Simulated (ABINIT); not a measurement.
Runs of ABINIT 10.8.3 (patched build) on Be3Pt. It takes space group Fm-3m (No. 225, cubic). Conventional cell: a = 6.170 Å, b = 6.170 Å, c = 6.170 Å, α = 90.00°, β = 90.00°, γ = 90.00°. Around Be (site symmetry -43m) lie 4 Be at 2.67 Å and 4 Pt at 2.67 Å. Around Be (site symmetry m-3m) lie 8 Be at 2.67 Å. Around Pt (site symmetry m-3m) lie 8 Be at 2.67 Å. The cell was built by a generator and needn't be a form met in nature.

```csv
task,level,cell,cell freedom (optcell),cutoff smearing ecutsm (Ha),optimiser (ionmov),force stop (Ha/bohr),gap on the mesh (eV),pressure (GPa)
single point,PBE,"cell taken from the last step of an earlier PBE relaxation by this program, which needn't have reached its minimum",-,-,-,-,none,(a)
relaxation of cell and atoms,PBE,"relaxed from: cell taken from the last step of an earlier PBE relaxation by this program, which needn't have reached its minimum",2,0.5,22,0.0002,none,0.0
single point,PBEsol,"cell taken from the last step of an earlier PBE relaxation by this program, which needn't have reached its minimum",-,-,-,-,none,-3.6
relaxation of cell and atoms,PBE,relaxed,2,0.5,22,0.0002,none,0.0
```

Alike in all rows: potentials or basis JTH PAW PBE v2.0; no spin polarisation; k mesh 8 × 8 × 8; cutoff (eV) 544; smearing fermi-dirac 0.05 eV.

Q: Estimate the missing entries.

A: (a) -0.1.

Caveats: the relaxation stopped at its first step, so nothing moved (some runs); the PAW data sets were made with another functional, which shifts forces and pressure a little (some runs).

A k mesh can miss the band edges, and the runs leave out spin-orbit coupling on Pt.

A gap of «none» marks a metal or a gap under the smearing width.
